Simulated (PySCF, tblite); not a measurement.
# C₇H₁₅NSi: geometry, infrared bands and NMR shifts

What infrared bands and NMR shifts should C₇H₁₅NSi (`C/C(CN(C)C)=C1\C[SiH2]1`) show?

Programs: tblite 0.8.0 and PySCF 2.14.0, with density-fitted response routines of our own. Each step states its level of theory. These are calculated values for one molecule in the gas phase, unless marked as measured. Atoms are numbered from 0 throughout.

### 1 The starting structure

24 atoms, charge 0, multiplicity 1; geometry from: force field or distance geometry start.

Bonds of the start (Å): C0–C1 1.50, C1–C2 1.47, C2–N3 1.43, N3–C4 1.45, N3–C5 1.45, C1–C6 1.36, C6–C7 1.49, C7–Si8 1.85, Si8–C6 1.86, C0–H9 1.11, C0–H10 1.12, C0–H11 1.13, C2–H12 1.12, C2–H13 1.10, C4–H14 1.12, C4–H15 1.11, C4–H16 1.11, C5–H17 1.10, C5–H18 1.12, C5–H19 1.10, C7–H20 1.09, C7–H21 1.11, Si8–H22 1.45, Si8–H23 1.46.

### 2 Optimising the geometry with GFN2-xTB

The job: settings as JSON, then the geometry in Å.

```
{"job": {"kind": "relax", "xc": "GFN2-xTB", "basis": "xTB"}, "charge": 0, "multiplicity": 1}
C      0.534700    -2.226800    -0.334100
C      0.574400    -0.729500    -0.379600
C     -0.552300     0.107100    -0.825100
N     -1.757600    -0.056700    -0.063900
C     -1.654800     0.425600     1.302300
C     -2.837300     0.563200    -0.798700
C      1.690500    -0.063500     0.016100
C      3.079300    -0.169800     0.544800
Si     2.523600     1.576300     0.267900
H      0.464600    -2.621300    -1.369000
H      1.487300    -2.637100     0.077000
H     -0.349400    -2.573500     0.280700
H     -0.809600    -0.246700    -1.860000
H     -0.335900     1.181100    -0.884000
H     -1.880000    -0.447000     1.962300
H     -0.677300     0.889700     1.533700
H     -2.440000     1.174500     1.532200
H     -3.039600    -0.051500    -1.683700
H     -2.472200     1.563700    -1.156200
H     -3.714300     0.727100    -0.156700
H      3.915200    -0.461300    -0.087000
H      3.192100    -0.533800     1.586200
H      2.851100     2.276900    -0.953400
H      2.195700     2.353000     1.455900
```

On the command line:

```console
> OMP_NUM_THREADS=1 python probes_run.py task.json out
```

The driver reads the jobs from task.json and runs them one after another.

**Question.** This job is followed by: GFN2-xTB harmonic vibrations, gas phase; GIAO PBE0/pcSseg-1 NMR shielding, non-relativistic, gas phase. Predict these results of the whole session: strongest single infrared mode (GFN2-xTB); zero-point energy (GFN2-xTB); 13C shifts against TMS (PBE0/pcSseg-1, means over atoms taken as alike); 1H shifts against TMS (PBE0/pcSseg-1, means over atoms taken as alike); 15N shifts against NH3 (PBE0/pcSseg-1); 29Si shifts against TMS (PBE0/pcSseg-1).

The runs gave:

| quantity | value |
| --- | --- |
| strongest single infrared mode (GFN2-xTB) | 2332 cm⁻¹, 437 km/mol |
| zero-point energy (GFN2-xTB) | 125.2 kcal/mol |
| 13C shifts against TMS (PBE0/pcSseg-1, means over atoms taken as alike) | 155.5, 129.4, 73.4, 46.4, 22.6, -0.6 ppm |
| 1H shifts against TMS (PBE0/pcSseg-1, means over atoms taken as alike) | 3.21, 2.96, 2.22, 2.18, 1.12 ppm |
| 15N shifts against NH3 (PBE0/pcSseg-1) | 46.2 ppm |
| 29Si shifts against TMS (PBE0/pcSseg-1) | -145.8 ppm |

In words: Over 136 steps the energy fell by 0.693 eV; of the close pairs, C7–Si8 changed most, 1.853 to 1.901 Å. No mode is imaginary among the 66: a minimum at this level. The strongest single mode, at 2332 cm⁻¹, moves mainly H23. Unscaled tight-binding wavenumbers are off by several per cent, some by more. Its intensities can rank the bands wrongly. At PBE0/pcSseg-1: Shielding is most anisotropic at Si8 (span 278 ppm, paramagnetic term -388 ppm).
